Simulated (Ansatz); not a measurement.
# r2SCAN0/STO-3G run of SiH3I (SiIH3)

What is the electronic atomisation energy of SiH3I (SiIH3) at r2SCAN0/STO-3G? 

The calculation is run with Ansatz 0.2.0.

67 further runs of the same task are left out: 12 that didn't finish, 55 set aside as unsound or not needed.

**1. The molecule**

The species is SiH3I (5 atoms), meant as a singlet with charge 0. As SMILES, `[H][Si]([H])([H])I`. Geometry: relaxed at GFN2-xTB.

Bond lengths: Si1–I2 2.462 Å, Si1–H3 1.453 Å, Si1–H4 1.453 Å, Si1–H5 1.453 Å. Angles: I2–Si1–H3 106.0°, I2–Si1–H4 106.0°, I2–Si1–H5 105.9°, H3–Si1–H4 112.7°, H3–Si1–H5 112.7°, H4–Si1–H5 112.7°.

**2. A single-point energy at r2SCAN0/STO-3G**

Contents of job.yaml:

```yaml
basis:
  gaussian: {orbitals: STO-3G}
crystal:
  periodic: [false, false, false]
  atoms:
    - symbol: Si
      position_ang: [-0.001090, 0.002730, -0.252320]
    - symbol: I
      position_ang: [0.012840, -0.021320, 2.209560]
    - symbol: H
      position_ang: [1.392630, 0.011160, -0.661470]
    - symbol: H
      position_ang: [-0.706300, 1.212930, -0.637070]
    - symbol: H
      position_ang: [-0.698070, -1.205500, -0.658700]
accuracy: high
hamiltonian: {xc: {name: r2SCAN0}}
```

On the command line:

```console
$ ansatz run job.yaml --threads 1 --pin off --max-ram 2610MiB --events-out events.jsonl --progress --plain --runs-dir runs
```

Standard output:

```text
Warning: RAYON_NUM_THREADS=1 ignored (pool sized by the plan → 1); use --threads N
Functional definition: r2SCAN0
  name "r2SCAN0"
  parameter a = 0.25
  parameter k0 = 0.174
  parameter k1 = 0.065
  parameter a1 = 4.9479
  exchange = (1 - a)*r2scan_x(k0 = k0, k1 = k1, a1 = a1) + a*exact_x
  correlation = r2scan_c
558 factors; integrals over basis functions are off by at most 4.8e-9 eV
mean field evaluation 1: about -194318.0469 eV, gradient 1.6e1 eV
mean field evaluation 2: about -194318.7344 eV, gradient 1.1e1 eV
mean field evaluation 4: about -194319.2569 eV, gradient 1.6e-1 eV
mean field evaluation 8: about -194319.1944 eV, gradient 1.8e-3 eV
mean field -194319.19443756 eV, -7141.0986812998 hartree, gradient 7.0e-8 eV, S^2 0.000000; 0 other end points of the search recorded, 0 dependent functions left out
reference -194319.19443788 eV, -7141.0986813113 hartree; 35, 35 occupied and 4, 4 virtual orbitals, 558 factors
Total energy: -194319.19443788 eV, -7141.0986813113 hartree
```

Wall time 5.1 s (1 thread of Arm Neoverse V1, shared host); peak memory 0.17 GiB.

**3. The H atom at the same level**

Contents of input.yaml:

```yaml
crystal:
  periodic: [false, false, false]
  atoms:
    - {symbol: H, position_ang: [0.000000, 0.000000, 0.000000]}
basis:
  gaussian:
    orbitals: STO-3G
hamiltonian:
  xc: {name: r2SCAN0}
magnetization:
  spin_polarized: true
  initial_magnetization: 1
accuracy: high
```

Run the same way, it converges to -0.46649 Eh (log not shown).

**4. The I atom, same level**

Contents of input.yaml:

```yaml
crystal:
  periodic: [false, false, false]
  atoms:
    - symbol: I
      position_ang: [0.000000, 0.000000, 0.000000]
basis:
  gaussian: {orbitals: STO-3G}
magnetization: {spin_polarized: true, initial_magnetization: 1}
hamiltonian: {xc: {name: r2SCAN0}}
accuracy: high
```

Run the same way, it converges to -6853.11135 Eh (log not shown).

**5. The Si atom**

Contents of molecule.yaml:

```yaml
crystal:
  periodic: [false, false, false]
  atoms:
    - symbol: Si
      position_ang: [0.000000, 0.000000, 0.000000]
basis:
  gaussian: {orbitals: STO-3G}
magnetization: {spin_polarized: true, initial_magnetization: 2}
hamiltonian: {xc: {name: r2SCAN0}}
accuracy: high
```

On the command line:

```console
$ ansatz run molecule.yaml --threads 1 --pin off --max-ram 2610MiB --events-out events.jsonl --progress --plain --runs-dir runs
```

Standard output, cut to the lines that bear on the results:

```text
Warning: RAYON_NUM_THREADS=1 ignored (pool sized by the plan → 1); use --threads N
[... 8 set-up lines as earlier in the session ...]
42 factors; integrals over basis functions are off by at most 2.5e-9 eV
mean field evaluation 1: about -7780.4310 eV, gradient 3.2e-1 eV
mean field evaluation 2: about -7780.4313 eV, gradient 1.9e-2 eV
mean field evaluation 4: about -7780.4310 eV, gradient 4.2e-4 eV
mean field evaluation 8: about -7780.4310 eV, gradient 5.6e-8 eV
mean field -7780.43102582 eV, -285.9255664332 hartree, gradient 5.5e-8 eV, S^2 2.000001; 0 other end points of the search recorded, 0 dependent functions left out
reference -7780.43102622 eV, -285.9255664479 hartree; 8, 6 occupied and 1, 3 virtual orbitals, 42 factors
Total energy: -7780.43102622 eV, -285.9255664479 hartree
```

It took 1.2 s on 1 thread of Arm Neoverse V1, shared host; peak memory 0.12 GiB.

**6. Outcome**

At r2SCAN0/STO-3G:

| quantity | value |
| --- | --- |
| molecule: total energy | -7141.09868 Eh |
| H atom: total energy | -0.46649 Eh |
| H atom: ⟨S²⟩ | 0.750 |
| I atom: total energy | -6853.11135 Eh |
| I atom: ⟨S²⟩ | 0.750 |
| Si atom: total energy | -285.92557 Eh |
| Si atom: ⟨S²⟩ | 2.000 |
| electronic atomisation energy | 18.022 eV |

**Reading.** Taking the molecule apart into free atoms costs 18.02 eV (416 kcal/mol), before zero-point energy and without spin-orbit coupling. In a minimal basis such a difference can be off by several eV, whatever the method. Relativity is left out (molecule) although the molecule holds a heavy atom. Relativity is left out (I atom) although the molecule holds a heavy atom.
